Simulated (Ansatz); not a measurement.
# CH5FOSSi: the cost of one run

Program: Ansatz 0.2.0. Level of theory: RKS r2SCAN-D4/6-31G. These are calculated values, not measurements.

### Step 1. The starting structure

Bond lengths: O1–C2 1.370 Å, C2–S3 1.824 Å, C2–Si4 1.894 Å, Si4–F5 1.682 Å, O1–H6 0.974 Å, C2–H7 1.125 Å, S3–H8 1.279 Å, Si4–H9 1.445 Å, Si4–H10 1.449 Å. Angles: O1–C2–S3 107.5°, O1–C2–Si4 119.8°, O1–C2–H7 105.4°, S3–C2–Si4 110.1°, S3–C2–H7 108.4°, Si4–C2–H7 105.1°, C2–O1–H6 110.2°, C2–S3–H8 96.0°, C2–Si4–F5 106.2°, C2–Si4–H9 111.2°, C2–Si4–H10 111.5°, F5–Si4–H9 107.8°, F5–Si4–H10 106.7°, H9–Si4–H10 113.0°.

Coordinates:

```xyz
10

O    -0.4808    1.4344    0.8262
C     0.2487    0.3062    0.5588
S    -0.4838   -1.0614    1.5183
Si    0.5245   -0.2337   -1.2356
F    -0.9696   -0.7575   -1.8041
H    -0.8474    1.3925    1.7276
H     1.2775    0.5127    0.9645
H    -1.5522   -1.1561    0.8216
H     0.9436    0.8792   -2.0566
H     1.4225   -1.3675   -1.3178
```

### Step 2. End point A

input.yaml reads:

```yaml
crystal:
  periodic: [false, false, false]
  atoms:
    - { symbol: O, position_ang: [-0.4808, 1.4344, 0.8262] }
    - { symbol: C, position_ang: [0.2487, 0.3062, 0.5588] }
    - { symbol: S, position_ang: [-0.4838, -1.0614, 1.5183] }
    - { symbol: Si, position_ang: [0.5245, -0.2337, -1.2356] }
    - { symbol: F, position_ang: [-0.9696, -0.7575, -1.8041] }
    - { symbol: H, position_ang: [-0.8474, 1.3925, 1.7276] }
    - { symbol: H, position_ang: [1.2775, 0.5127, 0.9645] }
    - { symbol: H, position_ang: [-1.5522, -1.1561, 0.8216] }
    - { symbol: H, position_ang: [0.9436, 0.8792, -2.0566] }
    - { symbol: H, position_ang: [1.4225, -1.3675, -1.3178] }
basis:
  gaussian: { orbitals: "6-31G" }
hamiltonian:
  xc: r2scan
  dispersion: d4
relax:
  f_tol: 0.015
  max_steps: 40
```

Run with:

```
$ ansatz run input.yaml --threads 1 --pin off --max-ram 2048MiB --backend cpu --events-out ev --progress --plain --runs-dir out
```

Q: Estimate wall time and peak memory on 1 thread of an Arm CPU, shared host.

About 54 s, with a peak of 0.21 GiB.
